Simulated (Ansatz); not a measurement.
# In3Se (Pm-3m) in Ansatz: settings compared

Aim: see how the results for In3Se move with the level of theory and the settings. Levels: LDA, r2SCAN. Tasks: band structure, single point, equation of state.

All numbers are computed with Ansatz 0.2.0; they aren't measurements. Logs are shortened: lines on timing, memory, paths and dates and some standing lists are left out, and cuts for length are marked.

**1. The crystal as given**

It takes space group Pm-3m (No. 221, cubic). Conventional cell: a = 4.804 Å, b = 4.804 Å, c = 4.804 Å, α = 90.00°, β = 90.00°, γ = 90.00°. In (site symmetry 4/mmm) has 8 In at 3.40 Å and 4 Se at 3.40 Å as nearest neighbours. Se (site symmetry m-3m) has 12 In at 3.40 Å as nearest neighbours.

The cell comes from a database or a generator and needn't be the stable form of this composition.

**2. Band structure, LDA**

The input, input.yaml:

```yaml
crystal:
  lattice:
    - [4.803758, 0.0, 0.0]
    - [0.0, 4.803758, 0.0]
    - [0.0, 0.0, 4.803758]
  atoms:
    - { symbol: In, position: [0.5, 0.5, 0.0] }
    - { symbol: In, position: [0.5, 0.0, 0.5] }
    - { symbol: In, position: [0.0, 0.5, 0.5] }
    - { symbol: Se, position: [0.0, 0.0, 0.0] }
hamiltonian:
  xc: lda
  pseudopotentials: { kind: paw }
kpoints:
  mp_grid: { grid: [6, 6, 6] }
  band_path:
    path:
      - [[0.0, 0.0, 0.0], [0.0, 0.5, 0.0], [0.5, 0.5, 0.0], [0.0, 0.0, 0.0], [0.5, 0.5, 0.5], [0.0, 0.5, 0.0]]
      - [[0.5, 0.5, 0.0], [0.5, 0.5, 0.5]]
    npoints: 14
scf:
  occupations: { method: fermi_dirac, width: 0.05 }
  n_extra_bands: 10
output:
  forces: true
  stress: true
  eigenvalues: true
  fatbands: true
  write_density: true
  write_potential: true
  elf: true
  volumetric_format: npy
```

Potentials or basis: Ansatz PAW.

Launch:

```sh
ansatz run input.yaml --threads 2 --pin off --max-ram 5632MiB --backend cpu --events-out ev --progress --plain --runs-dir out
```

Standard output:

```text
Warning: RAYON_NUM_THREADS=2 ignored (pool sized by the plan → 2); use --threads N
scf.n_extra_bands = 10 over 28 filled bands (N_el = 55.0): the run solves 38 bands
Engine: ansatz 0.2.0, aarch64-unknown-linux-gnu
Pseudopotentials: kind: paw
Pseudopotential: In, paw, valence charge 13, recommended cutoff 420 eV (normal), In.paw.azcp
Pseudopotential: Se, paw, valence charge 16, recommended cutoff 420 eV (normal), Se.paw.azcp
Functional definition: SPW92
  exchange = slater_x
  correlation = pw_c
Crystal: 4 atoms, lattice volume = 110.852 Å³
Basis set: ecut = 420 eV, 2109 PW (Γ)
Bands: 38, of which v1, the nominal top of the filled ones, is band 28 counted from 1 (27 counted from 0)
Symmetry: 48 space group operations
Space group: Pm-3m (ITA 221), of the structure as read, at distance tolerance 4.8e-5 Å
k-points: 20 of 216
Non-local potential: In, projectors of the file, l = 0: 2, l = 1: 2, l = 2: 2, l = 3: 2
Non-local potential: Se, projectors of the file, l = 0: 2, l = 1: 2, l = 2: 3, l = 3: 1
PAW form: soft (Blöchl's): semilocal exchange-correlation on the pseudo side does not see the compensation charge
PAW frozen core: In, regenerated for the run's functional, and the local potential with it (the file was generated under x = pbe(κ = 0.804, μ = 0.2195149727645171), c = pbe(β = 0.06672455060314922))
PAW frozen core: Se, regenerated for the run's functional, and the local potential with it (the file was generated under x = pbe(κ = 0.804, μ = 0.2195149727645171), c = pbe(β = 0.06672455060314922))
PAW one-centre angular grid: In, 590 points (default); XC on 64 Gauss nodes
PAW one-centre angular grid: Se, 590 points (default); XC on 64 Gauss nodes
Initial density: superposition of atomic densities (neutral atoms: chi_scale 0, normalization atom), corrected by the library's trained network
Initial wavefunctions: pseudopotential atomic-orbital guess
Functional: x = slater, c = lda
SCF iter   1: F=—  HF=-21754.983342 eV  |F-HF|=—  |Δ(HF+E_count)|=         —  Δρ=6.22e-3  dr2=4.10e-2  ethr=1.77e-3  ⟨swp⟩=7.2  Hψ=3384  notcnv=0  defer=15
preconditioner: auto → Resta (q_TF=auto, 2.428 Å⁻¹)  ε∞=3.2  [insulator: Δε(μ)=0.223 eV  Ē_g=15.787 eV  σ=0.050 eV  W_gap=0.71  n_scr=26 (ndim 8)  ℏωp=23.7 eV  f_vac=0.000  D(μ)=1.56/eV (n_scr^D=6)  ε∞_Penn≈3.2]
SCF iter   2: F=—  HF=-21754.967285 eV  |F-HF|=—  |Δ(HF+E_count)|=   1.61e-2  Δρ=2.72e-3  dr2=5.20e-3  ethr=7.45e-5  ⟨swp⟩=2.4  Hψ=1225  notcnv=0  defer=58
SCF iter   3: F=—  HF=-21754.965535 eV  |F-HF|=—  |Δ(HF+E_count)|=   1.75e-3  Δρ=4.99e-4  dr2=6.28e-4  ethr=9.46e-6  ⟨swp⟩=2.8  Hψ=1370  notcnv=0  defer=58
SCF iter   4: F=—  HF=-21754.965318 eV  |F-HF|=—  |Δ(HF+E_count)|=   2.17e-4  Δρ=2.59e-4  dr2=8.01e-5  ethr=1.14e-6  ⟨swp⟩=2.0  Hψ=1242  notcnv=0  defer=58
SCF iter   5: F=—  HF=-21754.965291 eV  |F-HF|=—  |Δ(HF+E_count)|=   2.64e-5  Δρ=4.56e-5  dr2=1.83e-6  ethr=1.46e-7  ⟨swp⟩=2.9  Hψ=1209  notcnv=0  defer=58
SCF iter   6: F=—  HF=-21754.965291 eV  |F-HF|=—  |Δ(HF+E_count)|=   6.41e-7  Δρ=1.38e-5  dr2=1.80e-7  ethr=3.32e-9  ⟨swp⟩=2.0  Hψ=1128  notcnv=0  defer=58
SCF iter   7: F=-21754.965291 eV  HF=-21754.965291 eV  |F-HF|=2.00e-8  |Δ(HF+E_count)|=   7.39e-8  Δρ=4.97e-6  dr2=2.23e-8  ethr=1.82e-10  ⟨swp⟩=13.6  Hψ=5467  notcnv=0
SCF 1 converged in 7 iterations: F = -21754.965291 eV  dr2 = 2.23e-8
NSCF: frozen V_eff on 86 k-points
SCF converged after 7 iterations
Free energy (F): -21754.965291 eV
Harris-Foulkes:  -21754.965291 eV  (|F-HF|=2.00e-8)
Internal energy: -21754.952734 eV  (E = F + TS)
E sigma→0 (E₀):  -21754.959012 eV
Entropy (-TS):   -0.012557 eV (-3.139 meV/atom)
Fermi energy:    8.632058 eV
--- Per-component energies (eV) ---
  E_band       = -508.931774
  E_kinetic    = 838.716937
  E_local      = -5792.271698  (includes V_loc(G=0)·N_el)
  E_nonlocal   = 518.745041
  E_hartree    = 2502.668475
  E_xc         = -744.598504
  E_vxc        = -401.371108  (∫ρ·V_xc dr)
  E_paw        = -13861.716002  (= ΣΔE_a)
  E_vpaw       = -678.076404  (= ΣTr[D̂ρ^β])
  E_aug_tail   = -0.000527  (compensation charges beyond the density's cutoff)
  E_ewald      = -5219.567428
  E_core_change = 3.070971  (= ΣΔE_core)
  E_smearing   = -0.012557  (= −TS)
  E_closure    = 0.000000  (closes the sum)
  Σ components = -21754.965291   (vs F -21754.965291, Δ=0.00e0)
--- Forces (eV/Å), atoms counted from 1 ---
  atom   1  In    -0.00000000     0.00000000     0.00000000
  atom   2  In    -0.00000000    -0.00000000     0.00000000
  atom   3  In     0.00000000    -0.00000000     0.00000000
  atom   4  Se    -0.00000000     0.00000000     0.00000000
  max |Σ_I F_I| component: 5.47e-29 eV/Å
--- Stress (GPa, compression-positive) ---
       -4.286574      -0.000000       0.000000
        0.000000      -4.286574       0.000000
        0.000000       0.000000      -4.286574
  P = ⅓ Tr σ = -4.2866 GPa (-42.866 kbar)
--- Band table (eV; the first three rows and the last of 20) ---
  k-point 0: bands = ["-39.1284", "-39.1284", "-39.1284", "-39.1284", "-39.1284", "-6.1106", "-6.1042", "-6.1042", "-6.1042", "-5.9801", "-5.9801", "-5.8490", "-5.8490", "-5.8490", "-5.7772", "-5.7772", "-5.7244", "-5.6772", "-5.6772", "-5.6772", "-4.1823", "1.3595", "5.3576", "5.3576", "5.3576", "6.2212", "6.2212", "9.6939", "9.6939", "9.6939", "12.6782", "12.6782", "12.6782", "13.9340", "15.4318", "15.4318", "15.5453", "15.5453"]
  k-point 1: bands = ["-39.1285", "-39.1285", "-39.1285", "-39.1284", "-39.1284", "-6.1000", "-6.0873", "-6.0794", "-6.0794", "-5.9771", "-5.9640", "-5.8532", "-5.8511", "-5.8511", "-5.7929", "-5.7768", "-5.7379", "-5.7073", "-5.7073", "-5.6772", "-4.1406", "1.2980", "4.4522", "5.5146", "5.5146", "6.3249", "7.2769", "9.5024", "9.5024", "9.5904", "11.6984", "12.2443", "12.2443", "14.5981", "15.5166", "15.6694", "16.0261", "16.0261"]
  k-point 2: bands = ["-39.1285", "-39.1285", "-39.1285", "-39.1284", "-39.1284", "-6.0911", "-6.0293", "-6.0108", "-6.0108", "-5.9696", "-5.9236", "-5.8621", "-5.8584", "-5.8584", "-5.8380", "-5.7834", "-5.7834", "-5.7783", "-5.7706", "-5.6772", "-4.0510", "1.1350", "3.7417", "5.9092", "5.9092", "6.5760", "7.6828", "8.8912", "8.8912", "10.4815", "10.5618", "12.1090", "12.1090", "14.3163", "14.9278", "14.9278", "15.7600", "16.0178"]
  k-point 19: bands = ["-39.1285", "-39.1285", "-39.1285", "-39.1284", "-39.1284", "-6.1071", "-6.0141", "-6.0141", "-6.0141", "-5.9856", "-5.9856", "-5.9856", "-5.8158", "-5.8158", "-5.8158", "-5.8131", "-5.8131", "-5.7127", "-5.7127", "-5.7127", "-3.6054", "4.1392", "4.1392", "4.1392", "4.4607", "4.4607", "4.4607", "5.4115", "11.5450", "11.5450", "11.5450", "16.4223", "16.4223", "16.5112", "16.7492", "16.7492", "16.7492", "19.0514"]
```

Run time: 10 s. Hardware: 2 threads of Arm Neoverse V2, shared host; peak memory 0.45 GiB.

Results:

```yaml
Free_energy: -21754.9653 eV
Pressure: -4.3 GPa
Band_gap_on_the_k_mesh: none (metal or under the smearing width)
```

Levels at the corners of the path, in eV from the Fermi level:
```csv
point,band 25,band 26,band 27,band 28,band 29,band 30,band 31,band 32
Γ,-3.27,-2.41,-2.41,1.06,1.06,1.06,4.05,4.05
X,-2.45,-1.90,-1.06,-0.16,-0.16,1.34,3.59,3.65
M,-1.95,-0.93,-0.79,-0.79,1.27,1.70,1.70,1.81
Γ,-3.27,-2.41,-2.41,1.06,1.06,1.06,4.05,4.05
R,-4.17,-4.17,-4.17,-3.22,2.91,2.91,2.91,7.79
X,-2.45,-1.90,-1.06,-0.16,-0.16,1.34,3.59,3.65
M,-1.95,-0.93,-0.79,-0.79,1.27,1.70,1.70,1.81
R,-4.17,-4.17,-4.17,-3.22,2.91,2.91,2.91,7.79
```

Caveat: spin-orbit coupling is left out, which moves the levels of the heavy elements; the PAW data sets come from PBE, with cores solved anew for the run's functional, which leaves a small shift of forces and pressure.

**3. Single point, LDA, 26.05 Å³/atom (volume scaled by 0.94)**

The input, input.yaml:

```yaml
crystal:
  lattice:
    - [4.7056946064, 0.0, 0.0]
    - [0.0, 4.7056946064, 0.0]
    - [0.0, 0.0, 4.7056946064]
  atoms:
    - { symbol: In, position: [0.5, 0.5, 0.0] }
    - { symbol: In, position: [0.5, 0.0, 0.5] }
    - { symbol: In, position: [0.0, 0.5, 0.5] }
    - { symbol: Se, position: [0.0, 0.0, 0.0] }
hamiltonian:
  xc: lda
  pseudopotentials: { kind: paw }
kpoints:
  mp_grid: { grid: [6, 6, 6] }
scf:
  occupations: { method: fermi_dirac, width: 0.05 }
output:
  forces: true
  stress: true
  eigenvalues: true
```

Potentials or basis: Ansatz PAW.

Launch:

```sh
ansatz run input.yaml --threads 2 --pin off --max-ram 5632MiB --backend cpu --events-out ev --progress --plain --runs-dir out
```

Wall time 2.2 s (2 threads of Arm Neoverse V2, shared host); peak memory 0.37 GiB.

It converged, with:

- Free energy: -21755.1079 eV
- Pressure: -2.5 GPa
- Band gap on the k mesh: none (metal or under the smearing width)

Caveat: the PAW data sets come from PBE, with cores solved anew for the run's functional, which leaves a small shift of forces and pressure.

**4. Single point, LDA, 26.60 Å³/atom (volume scaled by 0.96)**

input.yaml, as its differences from that of step 3:

```diff
@@ -2,5 +2,5 @@
   lattice:
-    - [4.7056946064, 0.0, 0.0]
-    - [0.0, 4.7056946064, 0.0]
-    - [0.0, 0.0, 4.7056946064]
+    - [4.7388343927, 0.0, 0.0]
+    - [0.0, 4.7388343927, 0.0]
+    - [0.0, 0.0, 4.7388343927]
   atoms:
@@ -21 +21,5 @@
   eigenvalues: true
+  write_density: true
+  write_potential: true
+  elf: true
+  volumetric_format: npy
```

Launch:

```sh
ansatz run input.yaml --threads 2 --pin off --max-ram 5632MiB --backend cpu --events-out ev --progress --plain --runs-dir out
```

It took 2.7 s on 2 threads of Arm Neoverse V2, shared host; peak memory 0.38 GiB.

It converged, with:

- Free energy: -21755.0690 eV
- Pressure: -3.2 GPa
- Band gap on the k mesh: none (metal or under the smearing width)

Caveat: the PAW data sets come from PBE, with cores solved anew for the run's functional, which leaves a small shift of forces and pressure.

**5. Single point, LDA, 27.16 Å³/atom (volume scaled by 0.98)**

input.yaml, as its differences from that of step 4:

```diff
@@ -2,5 +2,5 @@
   lattice:
-    - [4.7388343927, 0.0, 0.0]
-    - [0.0, 4.7388343927, 0.0]
-    - [0.0, 0.0, 4.7388343927]
+    - [4.771517042, 0.0, 0.0]
+    - [0.0, 4.771517042, 0.0]
+    - [0.0, 0.0, 4.771517042]
   atoms:
@@ -21,5 +21 @@
   eigenvalues: true
-  write_density: true
-  write_potential: true
-  elf: true
-  volumetric_format: npy
```

Launch:

```sh
ansatz run input.yaml --threads 2 --pin off --max-ram 5632MiB --backend cpu --events-out ev --progress --plain --runs-dir out
```

Wall time 2 s (2 threads of Arm Neoverse V2, shared host); peak memory 0.38 GiB.

It converged, with:

* Free energy: -21755.0210 eV
* Pressure: -3.8 GPa
* Band gap on the k mesh: none (metal or under the smearing width)

Caveat: the PAW data sets come from PBE, with cores solved anew for the run's functional, which leaves a small shift of forces and pressure.

**6. Single point, LDA, 27.71 Å³/atom**

input.yaml, as its differences from that of step 5:

```diff
@@ -2,5 +2,5 @@
   lattice:
-    - [4.771517042, 0.0, 0.0]
-    - [0.0, 4.771517042, 0.0]
-    - [0.0, 0.0, 4.771517042]
+    - [4.803758, 0.0, 0.0]
+    - [0.0, 4.803758, 0.0]
+    - [0.0, 0.0, 4.803758]
   atoms:
@@ -21 +21,5 @@
   eigenvalues: true
+  write_density: true
+  write_potential: true
+  elf: true
+  volumetric_format: npy
```

Potentials or basis: Ansatz PAW.

Launch:

```sh
ansatz run input.yaml --threads 2 --pin off --max-ram 5632MiB --backend cpu --events-out ev --progress --plain --runs-dir out
```

It took 3.2 s on 2 threads of Arm Neoverse V2, shared host; peak memory 0.39 GiB.

Results (log left out):

```
Free energy            : -21754.9653 eV
Pressure               : -4.3 GPa
Band gap on the k mesh : none (metal or under the smearing width)
```

Caveat: the PAW data sets come from PBE, with cores solved anew for the run's functional, which leaves a small shift of forces and pressure.

**7. Single point, LDA, 28.27 Å³/atom (volume scaled by 1.02)**

input.yaml, as its differences from that of step 6:

```diff
@@ -2,5 +2,5 @@
   lattice:
-    - [4.803758, 0.0, 0.0]
-    - [0.0, 4.803758, 0.0]
-    - [0.0, 0.0, 4.803758]
+    - [4.835571894, 0.0, 0.0]
+    - [0.0, 4.835571894, 0.0]
+    - [0.0, 0.0, 4.835571894]
   atoms:
```

Launch:

```sh
ansatz run input.yaml --threads 2 --pin off --max-ram 5632MiB --backend cpu --events-out ev --progress --plain --runs-dir out
```

Wall time 3.3 s (2 threads of Arm Neoverse V2, shared host); peak memory 0.39 GiB.

It converged, with:

```yaml
Free_energy: -21754.9028 eV
Pressure: -4.7 GPa
Band_gap_on_the_k_mesh: none (metal or under the smearing width)
```

Caveat: the PAW data sets come from PBE, with cores solved anew for the run's functional, which leaves a small shift of forces and pressure.

**8. Single point, LDA, 28.82 Å³/atom (volume scaled by 1.04)**

input.yaml, as its differences from that of step 7:

```diff
@@ -2,5 +2,5 @@
   lattice:
-    - [4.835571894, 0.0, 0.0]
-    - [0.0, 4.835571894, 0.0]
-    - [0.0, 0.0, 4.835571894]
+    - [4.8669725914, 0.0, 0.0]
+    - [0.0, 4.8669725914, 0.0]
+    - [0.0, 0.0, 4.8669725914]
   atoms:
@@ -21,5 +21 @@
   eigenvalues: true
-  write_density: true
-  write_potential: true
-  elf: true
-  volumetric_format: npy
```

Launch:

```sh
ansatz run input.yaml --threads 2 --pin off --max-ram 5632MiB --backend cpu --events-out ev --progress --plain --runs-dir out
```

It took 2.4 s on 2 threads of Arm Neoverse V2, shared host; peak memory 0.38 GiB.

The run converged. Its results:

```
Free energy            : -21754.8343 eV
Pressure               : -5.1 GPa
Band gap on the k mesh : none (metal or under the smearing width)
```

Caveat: the PAW data sets come from PBE, with cores solved anew for the run's functional, which leaves a small shift of forces and pressure.

**9. Single point, LDA, 29.38 Å³/atom (volume scaled by 1.06)**

input.yaml, as its differences from that of step 8:

```diff
@@ -2,5 +2,5 @@
   lattice:
-    - [4.8669725914, 0.0, 0.0]
-    - [0.0, 4.8669725914, 0.0]
-    - [0.0, 0.0, 4.8669725914]
+    - [4.8979732526, 0.0, 0.0]
+    - [0.0, 4.8979732526, 0.0]
+    - [0.0, 0.0, 4.8979732526]
   atoms:
```

Potentials or basis: Ansatz PAW.

Launch:

```sh
ansatz run input.yaml --threads 2 --pin off --max-ram 5632MiB --backend cpu --events-out ev --progress --plain --runs-dir out
```

It took 2.7 s on 2 threads of Arm Neoverse V2, shared host; peak memory 0.38 GiB.

Results (log left out):

* Free energy: -21754.7606 eV
* Pressure: -5.5 GPa
* Band gap on the k mesh: none (metal or under the smearing width)

Caveat: the PAW data sets come from PBE, with cores solved anew for the run's functional, which leaves a small shift of forces and pressure.

**10. Equation of state, LDA**

Potentials or basis: Ansatz PAW.

No new run: the results of the series are fitted here.

Results:

| Item | Value |
| --- | --- |
| Equilibrium volume | 24.53 Å³/atom (rough: see the caveat) |
| Bulk modulus | 48 GPa (rough) |

Energy against volume, from the lowest point:
```
volume (Å³/atom)  energy (meV/atom)
          26.050               0.00
          26.604               9.73
          27.159              21.71
          27.713              35.65
          28.267              51.28
          28.822              68.41
          29.376              86.82
```

Caveat: the minimum lies outside the volumes run.

**11. Band structure, r2SCAN**

The input, input.yaml:

```yaml
crystal:
  lattice:
    - [4.803758, 0.0, 0.0]
    - [0.0, 4.803758, 0.0]
    - [0.0, 0.0, 4.803758]
  atoms:
    - { symbol: In, position: [0.5, 0.5, 0.0] }
    - { symbol: In, position: [0.5, 0.0, 0.5] }
    - { symbol: In, position: [0.0, 0.5, 0.5] }
    - { symbol: Se, position: [0.0, 0.0, 0.0] }
hamiltonian:
  xc: r2scan
  pseudopotentials: { kind: paw }
kpoints:
  mp_grid: { grid: [6, 6, 6] }
  band_path:
    path:
      - [[0.0, 0.0, 0.0], [0.0, 0.5, 0.0], [0.5, 0.5, 0.0], [0.0, 0.0, 0.0], [0.5, 0.5, 0.5], [0.0, 0.5, 0.0]]
      - [[0.5, 0.5, 0.0], [0.5, 0.5, 0.5]]
    npoints: 14
scf:
  occupations: { method: fermi_dirac, width: 0.05 }
  n_extra_bands: 10
output:
  forces: true
  stress: true
  eigenvalues: true
  fatbands: false
```

Launch:

```sh
ansatz run input.yaml --threads 2 --pin off --max-ram 5632MiB --backend cpu --events-out ev --progress --plain --runs-dir out
```

Run time: 13 s. Hardware: 2 threads of Arm Neoverse V2, shared host; peak memory 0.6 GiB.

The run converged. Its results:

```
Free energy            : -22314.0505 eV
Pressure               : -1.2 GPa
Band gap on the k mesh : none (metal or under the smearing width)
```

Levels at the corners of the path, in eV from the Fermi level:
| point | band 24 | band 25 | band 26 | band 27 | band 28 | band 29 | band 30 | band 31 | band 32 | band 33 |
| --- | --- | --- | --- | --- | --- | --- | --- | --- | --- | --- |
| Γ | -3.52 | -3.52 | -2.27 | -2.27 | 1.04 | 1.04 | 1.04 | 4.36 | 4.36 | 4.36 |
| X | -2.71 | -2.71 | -1.72 | -1.26 | -0.17 | -0.17 | 1.55 | 3.85 | 3.88 | 3.88 |
| M | -6.00 | -2.21 | -0.85 | -0.85 | -0.78 | 1.41 | 1.83 | 1.86 | 1.86 | 4.96 |
| Γ | -3.52 | -3.52 | -2.27 | -2.27 | 1.04 | 1.04 | 1.04 | 4.36 | 4.36 | 4.36 |
| R | -4.54 | -4.40 | -4.40 | -4.40 | -3.48 | 3.08 | 3.08 | 3.08 | 8.25 | 8.25 |
| X | -2.71 | -2.71 | -1.72 | -1.26 | -0.17 | -0.17 | 1.55 | 3.85 | 3.88 | 3.88 |
| M | -6.00 | -2.21 | -0.85 | -0.85 | -0.78 | 1.41 | 1.83 | 1.86 | 1.86 | 4.96 |
| R | -4.54 | -4.40 | -4.40 | -4.40 | -3.48 | 3.08 | 3.08 | 3.08 | 8.25 | 8.25 |

Caveat: spin-orbit coupling is left out, which moves the levels of the heavy elements; the PAW data sets come from PBE, with cores solved anew for the run's functional, which leaves a small shift of forces and pressure.

**12. Summary**

```tsv
task	level	cutoff (eV)	points for each segment of the path	gap on the mesh (eV)	pressure (GPa)
band structure	LDA	420	14	none	-4.3
equation of state	LDA	420	-	-	-
band structure	r2SCAN	500	14	none	-1.2
```

Alike in all rows: potentials or basis Ansatz PAW; no spin polarisation; cell as given; k mesh 6 × 6 × 6; smearing fermi-dirac 0.05 eV.

Caveats: spin-orbit coupling is left out, which moves the levels of the heavy elements (some runs); the PAW data sets come from PBE, with cores solved anew for the run's functional, which leaves a small shift of forces and pressure (some runs); the minimum lies outside the volumes run (some runs).

Absolute energies hang on the potentials; compare differences alone.
